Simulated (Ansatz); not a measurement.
**ZnSe: how the settings move a relaxation**

Question: which choices in the input matter for ZnSe?

Computed with Ansatz 0.2.0 (reference: DFT, LDA, PAW with Ansatz's default frozen-core files, scalar-relativistic; relaxation of cell and atoms, unless a step's input says otherwise).

## Step 1: The starting structure

It takes space group F-43m (No. 216, cubic). Conventional cell: a = 5.668 Å, b = 5.668 Å, c = 5.668 Å, α = 90.00°, β = 90.00°, γ = 90.00°. Zn (site symmetry -43m) has 4 Se at 2.45 Å as nearest neighbours. Se (site symmetry -43m) has 4 Zn at 2.45 Å as nearest neighbours.

As a file:

```cif
data_structure
_symmetry_space_group_name_H-M 'F-43m'
_symmetry_Int_Tables_number 216
_cell_length_a 5.6676
_cell_length_b 5.6676
_cell_length_c 5.6676
_cell_angle_alpha 90.000
_cell_angle_beta 90.000
_cell_angle_gamma 90.000
_cell_volume 182.05
loop_
_atom_site_label
_atom_site_type_symbol
_atom_site_symmetry_multiplicity
_atom_site_Wyckoff_symbol
_atom_site_fract_x
_atom_site_fract_y
_atom_site_fract_z
_atom_site_occupancy
Zn1 Zn 4 a 0.00000 0.00000 0.00000 1
Se1 Se 4 c 0.25000 0.25000 0.25000 1
```

## Step 2: Reference

File input.yaml:

```yaml
crystal:
  lattice:
    - [0.0, 2.8338, 2.8338]
    - [2.8338, 0.0, 2.8338]
    - [2.8338, 2.8338, 0.0]
  atoms:
    - { symbol: Zn, position: [0.0, 0.0, 0.0] }
    - { symbol: Se, position: [0.75, 0.75, 0.75] }
kpoints:
  mp_grid: { grid: [10, 10, 10] }
scf:
  occupations: { method: fermi_dirac, width: 0.1 }
hamiltonian:
  xc: lda
  pseudopotentials: { kind: paw }
relax:
  f_tol: 0.002
  max_steps: 80
  cell: {}
output:
  forces: true
  stress: true
```

Run with:

```console
$ ansatz run input.yaml --threads 1 --pin off --max-ram 3072MiB --backend cpu --events-out ev --progress --plain --runs-dir out
```

## Step 3: A further run, with the input changed

input.yaml, as its differences from that of step 2:

```diff
@@ -9,5 +9,5 @@
 kpoints:
-  mp_grid: { grid: [10, 10, 10] }
+  mp_grid: { grid: [8, 8, 8] }
 scf:
-  occupations: { method: fermi_dirac, width: 0.1 }
+  occupations: { method: fixed }
 hamiltonian:
@@ -16,5 +16,6 @@
 relax:
-  f_tol: 0.002
+  f_tol: 0.001
   max_steps: 80
   cell: {}
+  max_displacement: 0.05
 output:
```

## Step 5: A run with other settings

input.yaml, as its differences from that of step 2:

```diff
@@ -9,5 +9,6 @@
 kpoints:
-  mp_grid: { grid: [10, 10, 10] }
+  mp_grid: { grid: [12, 12, 12], shift: [0.5, 0.5, 0.5] }
 scf:
-  occupations: { method: fermi_dirac, width: 0.1 }
+  occupations: { method: fixed }
+  n_extra_bands: 2
 hamiltonian:
@@ -22 +23,5 @@
   stress: true
+  write_density: true
+  write_potential: true
+  elf: true
+  volumetric_format: npy
```

(Steps that only read results are left out.)

What does the calculation give? Wanted: for each run, ending; energy change; pressure; gap; force.

**Answer**, as computed:

```
                                                                                                   run     ending        energy change  pressure (GPa)  gap (eV)  force (eV/Å)  cycles   time
                                                                                             reference  converged                    0             0.0      1.25          0.00      26   15 s
               1: mp_grid.grid [8, 8, 8], occupations.method fixed, f_tol 0.001, max_displacement 0.05  converged  +0.4 meV/atom (σ→0)             0.0      1.25          0.00      26  9.1 s
2: mp_grid.grid [12, 12, 12], mp_grid.shift [0.5, 0.5, 0.5], occupations.method fixed, n_extra_bands 2  converged  -0.1 meV/atom (σ→0)             0.0      1.50          0.00      26   60 s
```

Times don't compare one to one where runs were asked for different outputs or read a saved state (see the inputs); cycles may leave out searches for a lower state.

What this shows: Of the converged runs whose energies compare with the reference's, «mp_grid.grid [8, 8, 8], occupations.method fixed, f_tol 0.001, max_displacement 0.05» moves the energy most (+0.4 meV/atom) and «mp_grid.grid [12, 12, 12], mp_grid.shift [0.5, 0.5, 0.5], occupations.method fixed, n_extra_bands 2» least (-0.1 meV/atom).

The gaps are Kohn-Sham values of a semilocal functional, not quasiparticle or optical gaps. Such gaps usually fall short of the measured ones.
